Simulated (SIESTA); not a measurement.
# GaGe under changes of volume

One of the cells (24.335 Å³/atom); the others are scaled copies at fixed shape and fractional positions:

```
Ge Ga
1.0
     0.00000    2.89784    2.89784
     2.89784    0.00000    2.89784
     2.89784    2.89784    0.00000
Ge Ga
1 1
Direct
  0.00000 0.00000 0.00000
  0.25000 0.25000 0.25000
```

The cell comes from a database or a generator and needn't be the stable form of this composition.

```yaml
Program: SIESTA 5.4.2
Functional: PBEsol
Potentials_or_basis: PseudoDojo 0.4 standard (PBEsol files)
Basis: DZP (energy shift 0.003 Ry; two zetas on semicore shells)
Grid_cutoff: 800 Ry
Energy_shift: 0.003 Ry
k_mesh: 8 × 8 × 8
Occupations: fermi-dirac, width 0.05 eV
Spin: no spin polarisation
```

```csv
volume (Å³/atom),energy over the lowest point (meV/atom),pressure (GPa)
22.875,3.84,1.9
23.361,0.00,0.6
23.848,0.26,-0.7
24.335,3.96,-1.7
24.821,?,?
25.308,19.87,-3.5
25.795,31.99,-4.4
```

Question: What does the run at 24.821 Å³/atom give?

Answer: Energy over the lowest point 10.50 meV/atom; pressure -2.6 GPa.

Worked out: A Birch-Murnaghan fit of order 3 (a polynomial in V^(-2/3)) to the other rows has its minimum at 23.58 Å³/atom with B0 = V·E''(V) = 58 GPa and B' = 4.3. It gives 10.52 meV/atom at 24.821 Å³/atom, against the run's 10.50, and -dE/dV = -2.7 GPa, against -2.6.

Energies are extrapolated to zero smearing.

Caveats: the basis of atomic orbitals isn't converged, which shifts pressures, moduli and gaps.
